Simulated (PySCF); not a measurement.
**Pt3: forces at shaken geometries**

How stiff is Pt3? Its atoms are displaced at random by several amounts. The species was built from a template and needn't be a known compound.

Program: PySCF 2.14.0. Level of theory: BP86, Pt def2-SVP with ECP60; scalar-relativistic core potentials, no spin–orbit coupling. These are calculated values, not measurements.

4 further runs of the same task are left out: 2 for a known fault of the program, 2 that didn't finish.

## (1) The system as given

3 atoms, charge 0, spin multiplicity 3.

Bond lengths: Pt1–Pt2 2.524 Å, Pt1–Pt3 2.524 Å, Pt2–Pt3 2.524 Å. Angles: Pt2–Pt1–Pt3 60.0°, Pt1–Pt2–Pt3 60.0°, Pt1–Pt3–Pt2 60.0°.

As a file:

```xyz
3
charge 0, multiplicity 3
Pt    1.4574    0.0000    0.0000
Pt   -0.7287    1.2622    0.0000
Pt   -0.7287   -1.2622    0.0000
```

An earlier session relaxed this geometry at BP86, Pt def2-SVP with ECP60 (triplet, point group D3h).

Its energy there is -358.435939 Eh.

## (2) Atoms moved at random, σ = 0.15 Å

run.py (the lines that set the calculation) reads:

```python
mol = gto.M(atom='''
Pt     1.60819     0.15400     0.05685
Pt    -0.65629     1.20751    -0.03460
Pt    -0.95190    -1.36151    -0.02225''',
    basis={'Pt': 'def2-SVP'},
    ecp={'Pt': 'def2-SVP'},
    charge=0, spin=2)
mf = dft.UKS(mol, xc='B88,P86')
mf.grids.atom_grid = (50, 194)
mf = mf.density_fit()  # fitting sets: Pt def2-universal-JKFIT
mf.conv_tol = 1e-08; mf.max_cycle = 55
mf.kernel(dm0)  # dm0: the density of the relaxed state
```

The run is started by

```console
$ OMP_NUM_THREADS=2 python run.py
```

What it wrote:

```text
init E= -358.392409868242
  HOMO = -0.2068855275  LUMO = -0.200800296235  gap/eV = 0.16559
cycle= 1 E= -358.353207085709  delta_E= 0.0392  |g|= 0.31  |ddm|=  1.2
cycle= 2 E= -350.472077973093  delta_E= 7.88  |g|= 3.25  |ddm|= 4.05
  HOMO = -0.172854971173  LUMO = -0.167218179678  gap/eV = 0.15338
cycle= 3 E= -357.733659290784  delta_E= -7.26  |g|= 0.993  |ddm|= 3.49
  HOMO = -0.178902222344  LUMO = -0.173622865206  gap/eV = 0.14366
cycle= 4 E= -358.251546428361  delta_E= -0.518  |g|= 0.49  |ddm|= 2.03
  HOMO = -0.1765465784  LUMO = -0.173485956217  gap/eV = 0.08328
cycle= 5 E= -358.242514105741  delta_E= 0.00903  |g|= 0.535  |ddm|= 1.49
  HOMO = -0.188580548235  LUMO = -0.184991121728  gap/eV = 0.09767
cycle= 6 E= -358.415507071043  delta_E= -0.173  |g|= 0.0654  |ddm|= 0.809
  HOMO = -0.185293939211  LUMO = -0.183284928024  gap/eV = 0.05467
cycle= 7 E= -358.417773563491  delta_E= -0.00227  |g|= 0.0334  |ddm|= 0.301
  HOMO = -0.188989690976  LUMO = -0.186131426394  gap/eV = 0.07778
cycle= 8 E= -358.418355182278  delta_E= -0.000582  |g|= 0.0215  |ddm|= 0.185
  HOMO = -0.187372483898  LUMO = -0.1842697536  gap/eV = 0.08443
cycle= 9 E= -358.418653711129  delta_E= -0.000299  |g|= 0.00372  |ddm|= 0.0551
  HOMO = -0.187651358394  LUMO = -0.1845824637  gap/eV = 0.08351
cycle= 10 E= -358.418643943469  delta_E= 9.77e-06  |g|= 0.00581  |ddm|= 0.0228
  HOMO = -0.187606957009  LUMO = -0.184551852709  gap/eV = 0.08313
cycle= 11 E= -358.418649587442  delta_E= -5.64e-06  |g|= 0.00503  |ddm|= 0.00558
...
  HOMO = -0.187536053564  LUMO = -0.0844737892194  gap/eV = 2.80447
cycle= 37 E= -358.418667258759  delta_E= 2.26e-09  |g|= 0.000202  |ddm|= 0.000337
  HOMO = -0.187536122878  LUMO = -0.0844739477148  gap/eV = 2.80446
cycle= 38 E= -358.418667269864  delta_E= -1.11e-08  |g|= 0.000183  |ddm|= 0.000269
  HOMO = -0.187533869979  LUMO = -0.0844718884507  gap/eV = 2.80446
cycle= 39 E= -358.418667280392  delta_E= -1.05e-08  |g|= 0.000162  |ddm|= 0.00023
  HOMO = -0.187535092468  LUMO = -0.0844729966662  gap/eV = 2.80446
cycle= 40 E= -358.41866728408  delta_E= -3.69e-09  |g|= 0.000171  |ddm|= 0.000218
  HOMO = -0.187536544392  LUMO = -0.0844743982107  gap/eV = 2.80446
cycle= 41 E= -358.418667286992  delta_E= -2.91e-09  |g|= 0.000179  |ddm|= 0.000211
  HOMO = -0.187538450256  LUMO = -0.0844758317188  gap/eV = 2.80448
cycle= 42 E= -358.418667304585  delta_E= -1.76e-08  |g|= 9.97e-05  |ddm|= 0.000217
  HOMO = -0.187538491526  LUMO = -0.0844763130301  gap/eV = 2.80446
cycle= 43 E= -358.418667313667  delta_E= -9.08e-09  |g|= 4.19e-05  |ddm|= 0.000195
  HOMO = -0.187531823383  LUMO = -0.184470454731  gap/eV = 0.08330
Extra cycle  E= -358.418665223794  delta_E= 2.09e-06  |g|= 0.00177  |ddm|= 0.00541
SCF not converged.
  HOMO = -0.187624784904  LUMO = -0.184320311317  gap/eV = 0.08992
macro= 0  E= -358.418667330867  delta_E= -2.10707e-06  |g|= 5.92888e-05  2 KF 6 JK
macro= 1  E= -358.418667330867  delta_E= 3.41061e-13  |g|= 1.63341e-05  1 KF 2 JK
macro X = 2  E=-358.418667330867  |g|= 1.63341e-05  total 4 KF 11 JK
converged SCF energy = -358.418667330867  <S^2> = 2.0233859  2S+1 = 3.0155503
```

Wall time 32 s (2 threads of AMD EPYC 7B13 (Zen 3), shared host).

Read off: E = -358.418667 Eh (+0.470 eV from the relaxed state), HOMO -5.10 eV, LUMO -5.02 eV (over both spins), ⟨S²⟩ = 2.023, Mulliken charge on Pt1 -0.01 e, largest force component 1.430 eV/Å. 

| atom | Fx | Fy | Fz (eV/Å) |
| --- | --- | --- | --- |
| Pt1 | -1.306 | -0.555 | -0.050 |
| Pt2 | 0.114 | -0.874 | 0.013 |
| Pt3 | 1.192 | 1.430 | 0.038 |

## (3) Atoms moved at random, σ = 0.1 Å

Changes to run.py (the lines that set the calculation) since step 2:

```diff
@@ -1,5 +1,5 @@
 mol = gto.M(atom='''
-Pt     1.60819     0.15400     0.05685
-Pt    -0.65629     1.20751    -0.03460
-Pt    -0.95190    -1.36151    -0.02225''',
+Pt     1.44476     0.05193     0.03450
+Pt    -0.74861     1.27976    -0.02624
+Pt    -0.69615    -1.33169    -0.00827''',
     basis={'Pt': 'def2-SVP'},
```

The run is started by

```console
$ OMP_NUM_THREADS=2 python run.py
```

What it wrote:

```text
init E= -358.426370891743
  HOMO = -0.190550062593  LUMO = -0.186342660419  gap/eV = 0.11449
cycle= 1 E= -358.423517242308  delta_E= 0.00285  |g|= 0.129  |ddm|= 0.537
  HOMO = -0.148099577562  LUMO = -0.140407970889  gap/eV = 0.20930
cycle= 2 E= -356.106959656505  delta_E= 2.32  |g|= 1.76  |ddm|= 2.93
  HOMO = -0.18938741624  LUMO = -0.181029740952  gap/eV = 0.22742
cycle= 3 E= -358.340731974313  delta_E= -2.23  |g|= 0.37  |ddm|= 2.73
  HOMO = -0.185932334451  LUMO = -0.178721407787  gap/eV = 0.19622
cycle= 4 E= -358.361599414792  delta_E= -0.0209  |g|= 0.326  |ddm|= 1.27
  HOMO = -0.183898422542  LUMO = -0.178980855772  gap/eV = 0.13381
cycle= 5 E= -358.434129541568  delta_E= -0.0725  |g|= 0.0314  |ddm|= 0.923
  HOMO = -0.188063855115  LUMO = -0.184016678704  gap/eV = 0.11013
cycle= 6 E= -358.434516218004  delta_E= -0.000387  |g|= 0.0183  |ddm|= 0.118
  HOMO = -0.186614291029  LUMO = -0.182865308432  gap/eV = 0.10202
cycle= 7 E= -358.434661427639  delta_E= -0.000145  |g|= 0.00878  |ddm|= 0.0608
  HOMO = -0.187468512463  LUMO = -0.183302343065  gap/eV = 0.11337
cycle= 8 E= -358.434702766321  delta_E= -4.13e-05  |g|= 0.00408  |ddm|= 0.024
  HOMO = -0.187141329923  LUMO = -0.182953602454  gap/eV = 0.11395
cycle= 9 E= -358.434711818823  delta_E= -9.05e-06  |g|= 0.0018  |ddm|= 0.0144
  HOMO = -0.187164504287  LUMO = -0.182976845841  gap/eV = 0.11395
cycle= 10 E= -358.434712961855  delta_E= -1.14e-06  |g|= 0.00122  |ddm|= 0.00354
  HOMO = -0.187171104632  LUMO = -0.182980314222  gap/eV = 0.11404
cycle= 11 E= -358.434713650489  delta_E= -6.89e-07  |g|= 0.000664  |ddm|= 0.0016
  HOMO = -0.187169658175  LUMO = -0.182970654821  gap/eV = 0.11426
cycle= 12 E= -358.434713927543  delta_E= -2.77e-07  |g|= 0.000161  |ddm|= 0.00203
  HOMO = -0.187172984929  LUMO = -0.18297313914  gap/eV = 0.11428
cycle= 13 E= -358.434713930363  delta_E= -2.82e-09  |g|= 0.000138  |ddm|= 0.000332
  HOMO = -0.187170459916  LUMO = -0.182971842385  gap/eV = 0.11425
cycle= 14 E= -358.434714218944  delta_E= -2.89e-07  |g|= 5.56e-05  |ddm|= 0.000408
  HOMO = -0.187170396429  LUMO = -0.182971844878  gap/eV = 0.11425
cycle= 15 E= -358.434714220935  delta_E= -1.99e-09  |g|= 8.82e-06  |ddm|= 0.000167
  HOMO = -0.187169488736  LUMO = -0.182971742377  gap/eV = 0.11423
Extra cycle  E= -358.434714210505  delta_E= 1.04e-08  |g|= 0.000129  |ddm|= 0.000329
converged SCF energy = -358.434714210505  <S^2> = 2.0206111  2S+1 = 3.0137094
```

Run time: 5.9 s. Hardware: 2 threads of AMD EPYC 7B13 (Zen 3), shared host.

It gives: E = -358.434714 Eh (+0.033 eV from the relaxed state), HOMO -5.09 eV, LUMO -4.98 eV (over both spins), ⟨S²⟩ = 2.021, Mulliken charge on Pt1 +0.01 e, largest force component 0.776 eV/Å. 

| atom | Fx | Fy | Fz (eV/Å) |
| --- | --- | --- | --- |
| Pt1 | -0.264 | -0.153 | -0.029 |
| Pt2 | 0.048 | -0.623 | 0.018 |
| Pt3 | 0.216 | 0.776 | 0.010 |

## (4) Atoms moved at random, σ = 0.15 Å

Changes to run.py (the lines that set the calculation) since step 3:

```diff
@@ -1,5 +1,5 @@
 mol = gto.M(atom='''
-Pt     1.44476     0.05193     0.03450
-Pt    -0.74861     1.27976    -0.02624
-Pt    -0.69615    -1.33169    -0.00827''',
+Pt     1.48079     0.08913    -0.06925
+Pt    -0.69121     1.27471     0.14797
+Pt    -0.78959    -1.36383    -0.07872''',
     basis={'Pt': 'def2-SVP'},
```

The run is started by

```console
$ OMP_NUM_THREADS=2 python run.py
```

What it wrote:

```text
init E= -358.412609030701
  HOMO = -0.200217824084  LUMO = -0.191513619444  gap/eV = 0.23685
cycle= 1 E= -358.386150878713  delta_E= 0.0265  |g|= 0.243  |ddm|= 1.04
  HOMO = -0.093634425747  LUMO = -0.0898434064872  gap/eV = 0.10316
cycle= 2 E= -351.610362693079  delta_E= 6.78  |g|= 2.93  |ddm|= 3.95
  HOMO = -0.173344158473  LUMO = -0.170758376448  gap/eV = 0.07036
cycle= 3 E= -357.380891839701  delta_E= -5.77  |g|= 1.23  |ddm|= 3.18
  HOMO = -0.183614164361  LUMO = -0.179622742699  gap/eV = 0.10861
cycle= 4 E= -358.363294553901  delta_E= -0.982  |g|= 0.324  |ddm|= 1.68
  HOMO = -0.185358142211  LUMO = -0.180650649168  gap/eV = 0.12810
cycle= 5 E= -358.377173248564  delta_E= -0.0139  |g|= 0.281  |ddm|= 0.497
  HOMO = -0.185505836757  LUMO = -0.18076983257  gap/eV = 0.12887
cycle= 6 E= -358.392926934995  delta_E= -0.0158  |g|= 0.235  |ddm|= 0.618
  HOMO = -0.183972794375  LUMO = -0.18037606382  gap/eV = 0.09787
cycle= 7 E= -358.426601317321  delta_E= -0.0337  |g|= 0.0648  |ddm|= 0.485
  HOMO = -0.189580409882  LUMO = -0.186276511098  gap/eV = 0.08990
cycle= 8 E= -358.428643226673  delta_E= -0.00204  |g|= 0.0395  |ddm|= 0.355
  HOMO = -0.186903836522  LUMO = -0.183317784958  gap/eV = 0.09758
cycle= 9 E= -358.42830151613  delta_E= 0.000342  |g|= 0.0449  |ddm|= 0.0659
  HOMO = -0.187524654649  LUMO = -0.183841653548  gap/eV = 0.10022
cycle= 10 E= -358.429173716547  delta_E= -0.000872  |g|= 0.0269  |ddm|= 0.0538
  HOMO = -0.187364697487  LUMO = -0.183582878626  gap/eV = 0.10291
...
cycle= 47 E= -358.429643348438  delta_E= 3.76e-09  |g|= 0.000185  |ddm|= 0.000199
  HOMO = -0.187421954184  LUMO = -0.0835957505475  gap/eV = 2.82525
cycle= 48 E= -358.429643353457  delta_E= -5.02e-09  |g|= 0.00017  |ddm|= 0.000151
  HOMO = -0.187420855484  LUMO = -0.0835947485126  gap/eV = 2.82525
cycle= 49 E= -358.429643364184  delta_E= -1.07e-08  |g|= 0.000121  |ddm|= 0.000147
  HOMO = -0.187421636354  LUMO = -0.0835958149341  gap/eV = 2.82524
cycle= 50 E= -358.429643368589  delta_E= -4.4e-09  |g|= 0.000105  |ddm|= 0.000135
  HOMO = -0.187420669904  LUMO = -0.0835952864922  gap/eV = 2.82523
cycle= 51 E= -358.429643368694  delta_E= -1.05e-10  |g|= 0.000119  |ddm|= 0.00013
  HOMO = -0.187420203237  LUMO = -0.0835950556599  gap/eV = 2.82523
cycle= 52 E= -358.429643365352  delta_E= 3.34e-09  |g|= 0.000149  |ddm|= 0.000126
  HOMO = -0.187420459158  LUMO = -0.0835952892205  gap/eV = 2.82523
cycle= 53 E= -358.429643362941  delta_E= 2.41e-09  |g|= 0.000166  |ddm|= 0.000106
  HOMO = -0.187420578524  LUMO = -0.0835952617671  gap/eV = 2.82523
cycle= 54 E= -358.429643367482  delta_E= -4.54e-09  |g|= 0.000145  |ddm|= 8.57e-05
  HOMO = -0.187420531631  LUMO = -0.083594647318  gap/eV = 2.82525
cycle= 55 E= -358.429643380964  delta_E= -1.35e-08  |g|= 3.14e-05  |ddm|= 0.000201
SCF not converged.
  HOMO = -0.187423219549  LUMO = -0.183595026245  gap/eV = 0.10417
macro= 0  E= -358.4296433814  delta_E= -4.36216e-10  |g|= 3.13624e-05  1 KF 2 JK
macro X = 1  E=-358.4296433814  |g|= 3.13624e-05  total 2 KF 4 JK
converged SCF energy = -358.4296433814  <S^2> = 2.0237234  2S+1 = 3.0157741
```

Run time: 31 s. Hardware: 2 threads of AMD EPYC 7B13 (Zen 3), shared host.

Read off: E = -358.429643 Eh (+0.171 eV from the relaxed state), HOMO -5.10 eV, LUMO -5.00 eV (over both spins), ⟨S²⟩ = 2.024, Mulliken charge on Pt1 +0.01 e, largest force component 1.446 eV/Å. 

| atom | Fx | Fy | Fz (eV/Å) |
| --- | --- | --- | --- |
| Pt1 | -0.795 | -0.610 | 0.003 |
| Pt2 | -0.123 | -0.836 | -0.088 |
| Pt3 | 0.918 | 1.446 | 0.086 |

## (5) Results

| σ (Å) | energy rise (eV) | harmonic estimate −½ F·u (eV) | largest force component (eV/Å) |
| --- | --- | --- | --- |
| 0.15 | 0.470 | 0.319 | 1.43 |
| 0.1 | 0.033 | 0.032 | 0.78 |
| 0.15 | 0.171 | 0.155 | 1.45 |

Every displacement raises the energy. For a harmonic well the rise equals −½ F·u; the two differ by at most 32 % here (a move with σ = 0.15 Å), from anharmonicity, the grid and the small forces left at the relaxed point. These are double-zeta-type bases without diffuse functions. Spin–orbit coupling is left out for this open shell, where it can reorder the states. Open shells may have lower solutions than the one found.
